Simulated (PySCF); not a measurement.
# C3H2BBrF2: the cost of one run

The runs use PySCF 2.14.0, with density-fitted response routines of our own; the level of theory stands in each step. All values are computed, except where a source is named. Atoms count from 0, in the outputs and in this text.

**1. The starting structure**

9 atoms, charge 0, multiplicity 1; geometry from: GFN2-xTB. The atoms were then displaced at random by about 0.01 Å, so the start is not that level's minimum.

Bonds of the start (Å): B0–C1 1.52, C1–C2 1.22, C2–C3 1.39, C3–F4 1.36, C3–F5 1.35, C3–Br6 2.01, B0–H7 1.15, B0–H8 1.17.

**2. Geometry optimisation at PBE0-D3(BJ)/def2-SVP**

Job settings and geometry (Å):

```
{"job": {"xc": "PBE0", "basis": "def2-SVP", "d3": "d3bj", "grid": 1, "shake": 0.01, "kind": "geom"}, "charge": 0, "multiplicity": 1}
B      2.329980     0.530040    -0.311010
C      0.861030     0.153080    -0.386160
C     -0.315580    -0.176830    -0.457060
C     -1.657180    -0.525000    -0.499970
F     -2.189430    -0.596060    -1.751100
F     -1.972620    -1.696970     0.085120
Br    -2.715330     0.874980     0.482960
H      2.973370     0.176010     0.569290
H      2.743560     1.243600    -1.134680
```

Run with:

```
$ OMP_NUM_THREADS=1 python probes_run.py task.json out
```

This one command runs all jobs of the session in turn.

**Question.** How long does this first job take on 1 thread of Arm Neoverse V1, shared host, and how much memory does it need?

About 56 s, with a peak of 0.5 GiB.
